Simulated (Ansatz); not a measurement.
# Mo in Ansatz: reference runs

Aim: a first look at Mo with PBE, on the cell as given.

Program: Ansatz 0.2.0. These are calculated values, not measurements. Logs are shortened: lines on timing, memory, paths and dates and some standing lists are left out, and cuts for length are marked.

## (1) The cell of the first run

The cell holds a slab with vacuum, 5 atoms: a = 2.721 Å, b = 2.721 Å, c = 23.887 Å, α = 90.00°, β = 90.00°, γ = 109.47°.

## (2) Single point, PBE (the (1 1 0) slab of Mo, cut from the database cell, not relaxed)

Input file input.yaml:

```yaml
crystal:
  lattice:
    - [2.7210518187, 0.0, 0.0]
    - [-0.9070172729, 2.5654322573, 0.0]
    - [0.0, 0.0, 23.886918026]
  atoms:
    - { symbol: Mo, position: [0.5, 0.5, 0.3139793921] }
    - { symbol: Mo, position: [0.0, 0.0, 0.406989696] }
    - { symbol: Mo, position: [0.5, 0.5, 0.5] }
    - { symbol: Mo, position: [0.0, 0.0, 0.593010304] }
    - { symbol: Mo, position: [0.5, 0.5, 0.6860206079] }
hamiltonian:
  xc: pbe
  pseudopotentials: { kind: paw }
kpoints:
  mp_grid: { grid: [10, 10, 1] }
scf:
  occupations: { method: fermi_dirac, width: 0.05 }
output:
  forces: true
  eigenvalues: true
efield:
  axis: 3
  dipole_correction: true
  ramp_width: 0.04
```

Potentials or basis: Ansatz PAW.

Command:

```console
ansatz run input.yaml --threads 4 --pin off --max-ram 11264MiB --backend cpu --events-out ev --progress --plain --runs-dir out
```

Standard output:

```text
Warning: RAYON_NUM_THREADS=4 ignored (pool sized by the plan → 4); use --threads N
Engine: ansatz 0.2.0, aarch64-unknown-linux-gnu
Pseudopotentials: kind: paw
Pseudopotential: Mo, paw, valence charge 14, recommended cutoff 420 eV (normal), Mo.paw.azcp
Functional definition: PBE
  parameter kappa = 0.804
  parameter beta = 0.06672455060314922
  exchange = pbe_x(kappa = kappa, mu = beta*pi^2/3)
  correlation = pbe_c(beta = beta)
Crystal: 5 atoms, lattice volume = 166.747 Å³
Basis set: ecut = 420 eV, 3297 PW (Γ), exchange–correlation on 40×40×320 points (8 copies of the dense FFT grid, shifted against one another)
Bands: 42, of which v1, the nominal top of the filled ones, is band 35 counted from 1 (34 counted from 0)
Symmetry: 4 space group operations
k-points: 31 of 100
Non-local potential: Mo, projectors of the file, l = 0: 3, l = 1: 2, l = 2: 2, l = 3: 1
PAW form: soft (Blöchl's): semilocal exchange-correlation on the pseudo side does not see the compensation charge
PAW one-centre angular grid: Mo, 590 points (default); XC on 64 Gauss nodes
Initial density: superposition of atomic densities (neutral atoms: chi_scale 0, normalization atom), corrected by the library's trained network
Initial wavefunctions: pseudopotential atomic-orbital guess
Functional: x = pbe(κ = 0.804, μ = 0.2195149727645171), c = pbe(β = 0.06672455060314922)
SCF iter   1: F=—  HF=-24777.603791 eV  |F-HF|=—  |Δ(HF+E_count)|=         —  Δρ=3.80e-3  dr2=7.89e-2  ethr=1.77e-3  p=0.000 e·Å  D=1.09e-14 V/Å  ΔV_dip=-0.00 eV  dr2_dipole=2.67e-6  V_vac-E_F(+/−)=4.82/4.82 eV  ⟨swp⟩=8.2  Hψ=13237  notcnv=0  defer=32
efield: sawtooth ramp at fractional position 0.9800 (placed from the atoms, in the widest stretch of the axis that holds none; the zero of the levels goes with the place), width 0.0400; the density the first Hamiltonian is built on has a dipole p = 0.000 e·Å; the dipole correction subtracts the counter field D = 1.09e-14 V/Å, which shifts the + side's vacuum level by -0.00 eV against the − side's; the planar-averaged density in the ramp window peaks in size at 5.3e-5 e/Å³
automatic band count: the SCF goes on with 49 bands, as 42 were too few: the levels above may hold too much charge
preconditioner: auto → LDOS  [metal: Δε(μ)=0.015 eV  Ē_g=5.089 eV  σ=0.050 eV  W_gap=0.07  n_scr=16 (ndim 8)  ℏωp=15.8 eV  f_vac=0.469  D(μ)=5.14/eV (n_scr^D=16)  β→1.0]
SCF iter   2: F=—  HF=-24777.602936 eV  |F-HF|=—  |Δ(HF+E_count)|=   8.54e-4  Δρ=1.74e-3  dr2=1.50e-2  ethr=1.13e-4  p=0.000 e·Å  D=3.44e-6 V/Å  ΔV_dip=-0.00 eV  dr2_dipole=3.08e-6  V_vac-E_F(+/−)=4.67/4.67 eV  ⟨swp⟩=2.0  Hψ=2442  notcnv=0  defer=86
SCF iter   3: F=—  HF=-24777.600879 eV  |F-HF|=—  |Δ(HF+E_count)|=   2.06e-3  Δρ=5.26e-4  dr2=1.63e-3  ethr=2.15e-5  p=0.000 e·Å  D=1.37e-6 V/Å  ΔV_dip=-0.00 eV  dr2_dipole=2.62e-7  V_vac-E_F(+/−)=4.69/4.69 eV  ⟨swp⟩=2.4  Hψ=2535  notcnv=0  defer=86
SCF iter   4: F=—  HF=-24777.600674 eV  |F-HF|=—  |Δ(HF+E_count)|=   2.04e-4  Δρ=1.14e-4  dr2=2.69e-5  ethr=2.33e-6  p=-0.000 e·Å  D=-9.62e-7 V/Å  ΔV_dip=0.00 eV  dr2_dipole=2.77e-8  V_vac-E_F(+/−)=4.67/4.67 eV  ⟨swp⟩=2.6  Hψ=2111  notcnv=0  defer=86
SCF iter   5: F=—  HF=-24777.600741 eV  |F-HF|=—  |Δ(HF+E_count)|=   6.70e-5  Δρ=3.82e-5  dr2=6.29e-6  ethr=3.84e-8  p=-0.000 e·Å  D=-1.32e-6 V/Å  ΔV_dip=0.00 eV  dr2_dipole=1.66e-9  V_vac-E_F(+/−)=4.67/4.67 eV  ⟨swp⟩=2.8  Hψ=2445  notcnv=0  defer=86
SCF iter   6: F=—  HF=-24777.600746 eV  |F-HF|=—  |Δ(HF+E_count)|=   4.59e-6  Δρ=2.12e-5  dr2=1.53e-6  ethr=8.99e-9  p=-0.000 e·Å  D=-6.25e-7 V/Å  ΔV_dip=0.00 eV  dr2_dipole=5.16e-10  V_vac-E_F(+/−)=4.66/4.66 eV  ⟨swp⟩=2.3  Hψ=2002  notcnv=0  defer=86
SCF iter   7: F=-24777.600746 eV  HF=-24777.600746 eV  |F-HF|=1.51e-8  |Δ(HF+E_count)|=   4.04e-7  Δρ=4.65e-6  dr2=7.29e-8  ethr=1.43e-10  p=-0.000 e·Å  D=-3.71e-7 V/Å  ΔV_dip=0.00 eV  dr2_dipole=6.73e-12  V_vac-E_F(+/−)=4.66/4.66 eV  ⟨swp⟩=12.8  Hψ=8207  notcnv=0
SCF 1 converged in 7 iterations: F = -24777.600746 eV  dr2 = 7.29e-8
SCF converged after 7 iterations
Free energy (F): -24777.600746 eV
Harris-Foulkes:  -24777.600746 eV  (|F-HF|=1.51e-8)
Internal energy: -24777.559125 eV  (E = F + TS)
E sigma→0 (E₀):  -24777.579935 eV
Entropy (-TS):   -0.041622 eV (-8.324 meV/atom)
Fermi energy:    7.529474 eV
Dipole field:    D = 0.000003 V/Å  (p = 0.000003 e·Å, saw-weighted, corrected)
Work function:   Φ+ = 4.6609 eV   Φ− = 4.6609 eV
Levels:          The Fermi level and band energies are counted from a zero that moves with the ramp; work functions are not
--- Per-component energies (eV) ---
  E_band       = -1219.862054
  E_kinetic    = 2200.178733
  E_local      = -77824.193385  (includes V_loc(G=0)·N_el)
  E_nonlocal   = 715.709903
  E_hartree    = 37774.702253
  E_xc         = -914.268660
  E_vxc        = -1140.699052  (∫ρ·V_xc dr)
  E_paw        = -16006.612376  (= ΣΔE_a)
  E_vpaw       = -720.189573  (= ΣTr[D̂ρ^β])
  E_aug_tail   = 0.000214  (compensation charges beyond the density's cutoff)
  E_efield     = 0.000000  (sawtooth field / dipole correction)
  E_vefield    = 0.000000  (∫n·V_field dr)
  E_ewald      = 29276.924192
  E_smearing   = -0.041622  (= −TS)
  E_closure    = 0.000000  (closes the sum)
  Σ components = -24777.600746   (vs F -24777.600746, Δ=0.00e0)
--- Forces (eV/Å), atoms counted from 1 ---
  atom   1  Mo     0.00000000    -0.00000000     0.42563716
  atom   2  Mo    -0.00000000     0.00000000    -0.64865423
  atom   3  Mo     0.00000000     0.00000000    -0.00000044
  atom   4  Mo    -0.00000000     0.00000000     0.64865410
  atom   5  Mo     0.00000000     0.00000000    -0.42563695
  max |Σ_I F_I| component: 3.54e-7 eV/Å
--- Band table (eV; the first three rows and the last of 31) ---
  k-point 0: bands = ["-53.8326", "-53.7604", "-53.6413", "-53.4777", "-53.4747", "-28.4045", "-28.1099", "-27.7126", "-27.5133", "-27.3902", "-27.3747", "-27.2053", "-27.1531", "-27.1392", "-27.1384", "-27.1140", "-26.9946", "-26.9853", "-26.8487", "-26.8487", "0.5492", "1.4866", "2.1834", "2.5328", "2.6324", "4.1342", "4.5704", "5.1608", "5.6799", "5.9545", "5.9639", "6.0236", "6.1071", "6.4194", "6.6875", "7.4134", "7.8393", "8.5917", "8.7415", "8.7758", "8.8531", "8.9546", "9.1323", "9.1870", "9.2495", "9.2602", "9.4856", "9.7580", "9.8329"]
  k-point 1: bands = ["-53.8146", "-53.7459", "-53.6314", "-53.4664", "-53.4639", "-28.3688", "-28.1017", "-27.7533", "-27.5510", "-27.4453", "-27.3932", "-27.2159", "-27.2031", "-27.1870", "-27.1818", "-27.1513", "-27.0473", "-27.0304", "-26.8914", "-26.8912", "0.8668", "1.7820", "2.4868", "2.8359", "2.9461", "4.2204", "4.6318", "5.2078", "5.6150", "5.6844", "5.7906", "5.9046", "6.2351", "6.3232", "6.7413", "7.2719", "7.8146", "7.8492", "8.4461", "8.5205", "8.8660", "8.8817", "9.0837", "9.1659", "9.3841", "9.4049", "9.6769", "9.8926", "10.1526"]
  k-point 2: bands = ["-53.7658", "-53.7077", "-53.6070", "-53.4370", "-53.4356", "-28.2751", "-28.1078", "-27.8944", "-27.7146", "-27.6178", "-27.4397", "-27.3723", "-27.3606", "-27.2638", "-27.2330", "-27.2276", "-27.1426", "-27.1387", "-26.9285", "-26.9238", "1.6746", "2.4168", "3.1297", "3.4126", "3.5778", "4.4295", "4.7414", "5.0496", "5.2554", "5.4279", "5.6712", "5.6728", "5.9063", "6.3782", "6.5397", "7.3305", "7.5613", "8.4093", "8.4409", "8.5407", "8.6266", "8.8673", "9.1089", "9.2833", "9.3937", "9.6939", "9.9612", "10.0762", "10.4017"]
  k-point 30: bands = ["-53.5680", "-53.5190", "-53.4295", "-53.2563", "-53.2555", "-28.5063", "-28.3826", "-28.2068", "-28.0382", "-28.0067", "-27.9968", "-27.9877", "-27.8959", "-27.7777", "-27.6864", "-27.4914", "-27.4743", "-27.4591", "-27.2649", "-27.1309", "2.1659", "2.2547", "2.3617", "2.7015", "3.1542", "3.2031", "3.3963", "4.3876", "4.4987", "5.4662", "6.1938", "7.0617", "8.0455", "8.0575", "8.2813", "8.8254", "8.9297", "9.2850", "10.0298", "10.6789", "10.7379", "11.5075", "11.7101", "11.9890", "12.2334", "12.2734", "12.3965", "14.3313", "15.7026"]
```

Run time: 5.6 s. Hardware: 4 threads of Arm Neoverse V2, shared host; peak memory 0.53 GiB.

Results:

| Quantity | Value |
| --- | --- |
| Free energy | -24777.6007 eV |
| Largest force | 0.649 eV/Å |
| Band gap on the k mesh | none (metal or under the smearing width) |
| Work function of the upper face | 4.66 eV |
| Work function of the lower face | 4.66 eV |
| Dipole across the slab | 0.000 e·Å |

Forces in eV/Å, atoms in the order of the input:
```
Mo   0.000  0.000  0.426
Mo   0.000  0.000 -0.649
Mo   0.000  0.000  0.000
Mo   0.000  0.000  0.649
Mo   0.000  0.000 -0.426
```

Levels at points of the mesh, in eV from the Fermi level:
```
             k point  band 32  band 33  band 34  band 35  band 36  band 37  band 38  band 39
  (0.00, 0.00, 0.00)    -1.51    -1.42    -1.11    -0.84    -0.12     0.31     1.06     1.21
 (0.00, -0.50, 0.00)    -0.77    -0.13     0.85     1.40     1.41     1.44     1.69     1.74
(-0.50, -0.50, 0.00)    -0.47     0.52     0.53     0.75     1.30     1.40     1.76     2.50
```
